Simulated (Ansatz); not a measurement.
**C₂H₃BO (SMILES B=CC=O): single points off equilibrium**

An exercise on one series of results from a longer session: the logs are not shown, and one member is left open.

The runs use Ansatz 0.2.0, Gaussian basis; single points in def2-TZVPP.

Cores are frozen in the correlated methods.

1 further run of the same task is left out (it didn't finish).

### The starting structure

7 atoms, charge 0, spin multiplicity 1.

Atoms are counted from 1 here; the program's logs count them from 0.

Bond lengths: B1–C2 1.420 Å, B1–H5 1.167 Å, C2–C3 1.454 Å, C2–H6 1.119 Å, C3–O4 1.203 Å, C3–H7 1.151 Å. Angles: C2–B1–H5 175.4°, B1–C2–C3 121.6°, B1–C2–H6 127.2°, C3–C2–H6 110.9°, C2–C3–O4 127.0°, C2–C3–H7 115.0°, O4–C3–H7 118.0°.

As a file:

```xyz
7

B    -0.7215    0.9735   -0.8097
C     0.0486    0.4812    0.2768
C     0.4101   -0.9229    0.3801
O     1.1759   -1.4186    1.1647
H    -1.3651    1.2901   -1.7305
H     0.5318    1.0793    1.0897
H    -0.1378   -1.6205   -0.3533
```

The first run:

Input file run/in.yaml:

```yaml
crystal:
  periodic: [false, false, false]
  atoms:
    - {symbol: B, position_ang: [-0.721536, 0.973455, -0.809719]}
    - {symbol: C, position_ang: [0.048611, 0.481206, 0.276849]}
    - {symbol: C, position_ang: [0.410085, -0.922938, 0.380090]}
    - {symbol: O, position_ang: [1.175895, -1.418556, 1.164736]}
    - {symbol: H, position_ang: [-1.365136, 1.290112, -1.730516]}
    - {symbol: H, position_ang: [0.531755, 1.079272, 1.089746]}
    - {symbol: H, position_ang: [-0.137769, -1.620493, -0.353293]}
basis:
  gaussian: {orbitals: def2-TZVPP}
hamiltonian: {xc: pbe, dispersion: d4}
output: {forces: true}
```

Started as:

```sh
ansatz run in.yaml --threads 2 --pin off --events-out ev --progress --plain --max-ram 3481MiB
```

Among the steps run: PBE-D4/def2-TZVPP; r2SCAN-D4/def2-TZVPP; PBE0-D4/def2-TZVPP; wB97M-V/def2-TZVPP; CCSD(T)/def2-TZVPP.

One table of the session follows, with a row left open; its other results are not shown here.

```
   method  RMS force component (eV/Å)  angle to CCSD(T) forces (°)  dipole (D)
   PBE-D4                           ?                            ?           ?
r2SCAN-D4                       0.745                         12.8        4.31
  PBE0-D4                       0.721                         20.2        4.44
  wB97M-V                       0.759                         20.2        4.51
  CCSD(T)                       0.806                    reference        4.17
```

Q: Estimate the row for PBE-D4 from the others.

As computed: RMS force component (eV/Å): 0.796; angle to CCSD(T) forces (°): 14.7; dipole (D): 4.06. In the column «RMS force component (eV/Å)» it lies between wB97M-V (0.759) and CCSD(T) (0.806).

To keep in mind: The reference is not at the basis limit: in triple zeta CCSD(T) underbinds, which counts against methods that bind more; the gaps are no ranking.
